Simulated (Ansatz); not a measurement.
# CH6FGeP: rigid scan of one bond length, by script

How does the energy of CH6FGeP change as one bond is stretched? Aim: a rigid scan of one bond length, for CH6FGeP, run from a script. SMILES: [CH3][GeH]([F])[PH2].

All numbers are computed with Ansatz 0.2.0 through its Python package. Level of theory: MP2/def2-SVP.

### Step 1. The system

Bond lengths: C1–Ge2 1.890 Å, Ge2–F3 1.740 Å, Ge2–P4 2.334 Å, C1–H5 1.121 Å, C1–H6 1.176 Å, C1–H7 1.124 Å, Ge2–H8 1.512 Å, P4–H9 1.517 Å, P4–H10 1.405 Å. Angles (14 of 15 angles, heavy atoms first): C1–Ge2–F3 107.5°, C1–Ge2–P4 110.3°, F3–Ge2–P4 108.8°, C1–Ge2–H8 111.1°, F3–Ge2–H8 109.5°, P4–Ge2–H8 109.6°, Ge2–C1–H5 113.2°, Ge2–C1–H6 110.2°, Ge2–C1–H7 111.8°, Ge2–P4–H9 91.7°, Ge2–P4–H10 93.2°, H5–C1–H6 106.5°, H5–C1–H7 109.5°, H6–C1–H7 105.4°.

The script reads ch6fgep.xyz:

```xyz
10

C    -0.85940   -0.10620   -0.98550
Ge    0.18920   -0.81240    0.41890
F     1.27390   -1.98160   -0.27620
P     1.44820    0.87900    1.42040
H    -1.48050   -0.88100   -1.50470
H    -1.61000    0.69720   -0.56700
H    -0.23070    0.43830   -1.74190
H    -0.67670   -1.48540    1.46050
H     0.22000    1.75330    1.59180
H     1.80900    1.44750    0.18680
```

### Step 2. The code

The input, scan_ch6fgep.py:

```python
"""Stretching a bond of CH6FGeP, the rest held rigid."""

import ansatz as az
import numpy as np


def main() -> None:
    ch6fgep = az.Crystal.molecule_from_extxyz("ch6fgep.xyz")

    symbols = [site.symbol for site in ch6fgep.cartesian_sites]
    start = np.array([site.position_ang for site in ch6fgep.cartesian_sites])
    axis = (start[7] - start[1]) / np.linalg.norm(start[7] - start[1])
    moving = [7]
    lengths, energies = [1.331, 1.391, 1.452, 1.512, 1.573, 1.633, 1.694, 1.785], []
    for length in lengths:
        xyz = start.copy()
        xyz[moving] += (length - np.linalg.norm(start[7] - start[1])) * axis
        point = az.Crystal.molecule()
        for symbol, place in zip(symbols, xyz):
            point = point.atom(symbol, place.tolist())
        job = (
            point.calculation()
            .basis(gaussian="def2-SVP")
            .correlation("mp2")
        )
        report = job.run(threads=1).report
        energies.append(report["free_energy_ev"])
        print(f"r = {length:6.3f} A  E = {energies[-1]:.5f} eV  <S^2> = {abs(report['mean_field']['state']['spin_squared']):.3f}")

    # quartic fit about the minimum
    fit = np.polynomial.Polynomial.fit(lengths, np.array(energies) - min(energies), 4).convert()
    roots = [r.real for r in fit.deriv().roots() if abs(r.imag) < 1e-9 and fit.deriv(2)(r.real) > 0]
    r_e = min(roots, key=lambda r: abs(r - lengths[int(np.argmin(energies))]))
    print(f"minimum of the fit at {r_e:.4f} A, force constant {fit.deriv(2)(r_e):.2f} eV/A^2")


if __name__ == "__main__":
    main()
```

### Step 3. What the engine is handed

The engine receives this input (first run):

```yaml
crystal:
  periodic: [false, false, false]
  atoms:
    - { symbol: C, position_ang: [-0.8594, -0.1062, -0.9855] }
    - { symbol: Ge, position_ang: [0.1892, -0.8124, 0.4189] }
    - { symbol: F, position_ang: [1.2739, -1.9816, -0.2762] }
    - { symbol: P, position_ang: [1.4482, 0.879, 1.4204] }
    - { symbol: H, position_ang: [-1.4805, -0.881, -1.5047] }
    - { symbol: H, position_ang: [-1.61, 0.6972, -0.567] }
    - { symbol: H, position_ang: [-0.2307, 0.4383, -1.7419] }
    - { symbol: H, position_ang: [-0.5727943116447431, -1.4046417966704148, 1.3355107807011946] }
    - { symbol: H, position_ang: [0.22, 1.7533, 1.5918] }
    - { symbol: H, position_ang: [1.809, 1.4475, 0.1868] }
basis:
  gaussian:
    orbitals: def2-SVP
correlation:
  method: mp2
```

### Step 4. The run

On the command line:

```bash
> python scan_ch6fgep.py
```

Standard output:

```text
r =  1.331 A  E = -69582.99672 eV  <S^2> = 0.000
r =  1.391 A  E = -69583.26445 eV  <S^2> = 0.000
r =  1.452 A  E = -69583.41590 eV  <S^2> = 0.000
r =  1.512 A  E = -69583.47253 eV  <S^2> = 0.000
r =  1.573 A  E = -69583.45766 eV  <S^2> = 0.000
r =  1.633 A  E = -69583.38832 eV  <S^2> = 0.000
r =  1.694 A  E = -69583.27563 eV  <S^2> = 0.000
r =  1.785 A  E = -69583.05100 eV  <S^2> = 0.000
minimum of the fit at 1.5277 A, force constant 18.34 eV/A^2
```

Wall time 20 s (1 thread of Intel Xeon 6975P-C (Granite Rapids), shared host); peak memory 0.29 GiB.

### Step 5. What changed from run to run

The engine's inputs for some of the other runs:

Run 2, against run 1:

```diff
@@ -11 +11 @@
-    - { symbol: H, position_ang: [-0.5727943116447431, -1.4046417966704148, 1.3355107807011946] }
+    - { symbol: H, position_ang: [-0.6071441679172335, -1.4313393983234763, 1.3768305754736] }
```

Run 3, against run 1:

```diff
@@ -11 +11 @@
-    - { symbol: H, position_ang: [-0.5727943116447431, -1.4046417966704148, 1.3355107807011946] }
+    - { symbol: H, position_ang: [-0.6420665217942652, -1.4584819600040888, 1.4188390334922123] }
```

Run 5, against run 1:

```diff
@@ -11 +11 @@
-    - { symbol: H, position_ang: [-0.5727943116447431, -1.4046417966704148, 1.3355107807011946] }
+    - { symbol: H, position_ang: [-0.7113387319437873, -1.5123221233377628, 1.50216728628323] }
```

Lines on the test bed's own set-up are left out of the output.

### Step 6. What each run gave

The 8 runs, in the order started:

| run | distance (Å) | energy from run 4 (eV) | iterations in all | CPU time (s) |
| --- | --- | --- | --- | --- |
| 1 | 1.33 | 0.4758 | 13 | 2.1 |
| 2 | 1.39 | 0.2081 | 13 | 2 |
| 3 | 1.45 | 0.0566 | 13 | 2.2 |
| 4 | 1.51 | 0.0000 | 15 | 2.7 |
| 5 | 1.57 | 0.0149 | 15 | 2.5 |
| 6 | 1.63 | 0.0842 | 15 | 2.5 |
| 7 | 1.69 | 0.1969 | 15 | 2.3 |
| 8 | 1.78 | 0.4215 | 15 | 2 |

### Step 7. Results

```
                        quantity     value
bond length at the fit's minimum  1.5277 Å
                   runs compared         8
                 range of energy  0.476 eV
      lowest point, distance (Å)      1.51
```

The curve has its lowest point inside the range, at 1.51. The ends stand 0.476 and 0.422 eV above it. The distance scanned is the script's pair 1, 7. Reading the output:
- The rest of the molecule is held rigid at a force-field or estimated start geometry, and the basis set is modest; single-reference methods fail as a bond breaks.
- The orbitals are restricted, so S² is zero by construction.
